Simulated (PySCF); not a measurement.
# H4O4Ti: the cost of one run

Programs: PySCF 2.14.0. All values are calculated, for the isolated system unless a continuum is named. Atoms count from 0, parts from 1.

## 1. Starting point

Each species was relaxed by itself at PBE0-D3(BJ)/def2-SVPD.

## 2. Energies of the species: wB97M-D3(BJ)/def2-TZVPD

Job settings and geometry (Å):

```
{"job": {"kind": "react", "xc": "wB97M-D3(BJ)", "basis": "def2-TZVPD"}, "charge": 0, "multiplicity": 1}
-1 H4O4Ti charge 0 multiplicity 1
O      0.238950     0.810820     1.582780
Ti    -0.003500    -0.003200     0.003970
O      0.324550    -1.763470     0.113570
O     -1.708610     0.231800    -0.500440
O      1.138000     0.705790    -1.182670
H     -0.286470     1.065860     2.341850
H      1.072680    -2.345510    -0.025550
H     -2.368850    -0.238880    -1.010270
H      1.593200     1.536750    -1.323220

-1 FH charge 0 multiplicity 1
F      0.458570     0.037240    -0.002890
H     -0.458570    -0.037240     0.002890

+1 FH3O3Ti charge 0 multiplicity 1
O      0.511840     1.298750    -0.957340
Ti     0.157370     0.126900     0.336440
O      0.875130    -1.455390    -0.058210
O     -1.604030    -0.035730     0.536960
F      0.862330     0.712360     1.853920
H      0.046150     1.909140    -1.531200
H      1.436040    -1.846270    -0.730050
H     -2.284930    -0.709780     0.549360

+1 H2O charge 0 multiplicity 1
O      0.003940     0.389380    -0.001600
H     -0.764820    -0.186970    -0.001830
H      0.760890    -0.202370     0.003430
```

Method: wB97M-D3(BJ)/def2-TZVPD reaction energy of separated species, gas phase.

The run is started by

```sh
$ OMP_NUM_THREADS=1 python cluster_run.py task.json out
```

This one command runs all jobs of the session in turn.

**Question.** How long does this first job take on 1 thread of Arm Neoverse N1, shared host, and how much memory does it need?

About 98 s, with a peak of 0.81 GiB.
